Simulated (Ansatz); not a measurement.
# BrH5OSi: the cost of one run

Method: RKS r2SCANh-D4/def2-SVP, in Ansatz 0.2.0.

## (1) The structure to begin with

Bond lengths: Si1–O3 1.680 Å, O3–H4 1.010 Å, Si1–H5 1.459 Å, Si1–H6 1.459 Å, Si1–Br7 2.610 Å. Angles: Si1–O3–H4 109.5°, O3–Si1–H5 109.5°, O3–Si1–H6 109.5°, O3–Si1–Br7 67.1°, H5–Si1–H6 109.5°, H5–Si1–Br7 72.9°, H6–Si1–Br7 176.5°.

Coordinates:

```xyz
8

Si    0.0000    0.0000    0.0000
H     0.0000    0.0000    1.8100
O     1.5842    0.0000   -0.5594
H     1.9006   -0.9521   -0.6761
H    -0.6877    1.1914   -0.4862
H    -0.6877   -1.1914   -0.4862
Br    1.3688    2.0643    0.8230
H     0.5179    0.7810    1.9196
```

## (2) A restrained relaxation towards end A

Springs on the bonds that form and break draw the guess towards this end; the thresholds are loose.

input.yaml reads:

```yaml
crystal:
  periodic: [false, false, false]
  atoms:
    - { symbol: Si, position_ang: [0.0, 0.0, 0.0] }
    - { symbol: H, position_ang: [0.0, 0.0, 1.81] }
    - { symbol: O, position_ang: [1.5842, 0.0, -0.5594] }
    - { symbol: H, position_ang: [1.9006, -0.9521, -0.6761] }
    - { symbol: H, position_ang: [-0.6877, 1.1914, -0.4862] }
    - { symbol: H, position_ang: [-0.6877, -1.1914, -0.4862] }
    - { symbol: Br, position_ang: [1.3688, 2.0643, 0.823] }
    - { symbol: H, position_ang: [0.5179, 0.781, 1.9196] }
basis:
  gaussian: { orbitals: def2-SVP }
hamiltonian:
  xc: r2scanh
  dispersion: d4
relax:
  f_tol: 0.15
  max_steps: 25
  restrain:
    - { distance: [0, 6], at: 3.51, k: 30.0 }
    - { distance: [7, 1], at: 1.86, k: 30.0 }
    - { distance: [0, 1], at: 1.46, k: 30.0 }
    - { distance: [7, 6], at: 1.55, k: 30.0 }
```

Run with:

```sh
ansatz run input.yaml --threads 2 --pin off --max-ram 3072MiB --backend cpu --events-out ev --progress --plain --runs-dir out
```

What time and memory should one allow on 2 threads of Arm Neoverse V1, shared host?

About 26 s, with a peak of 0.2 GiB.
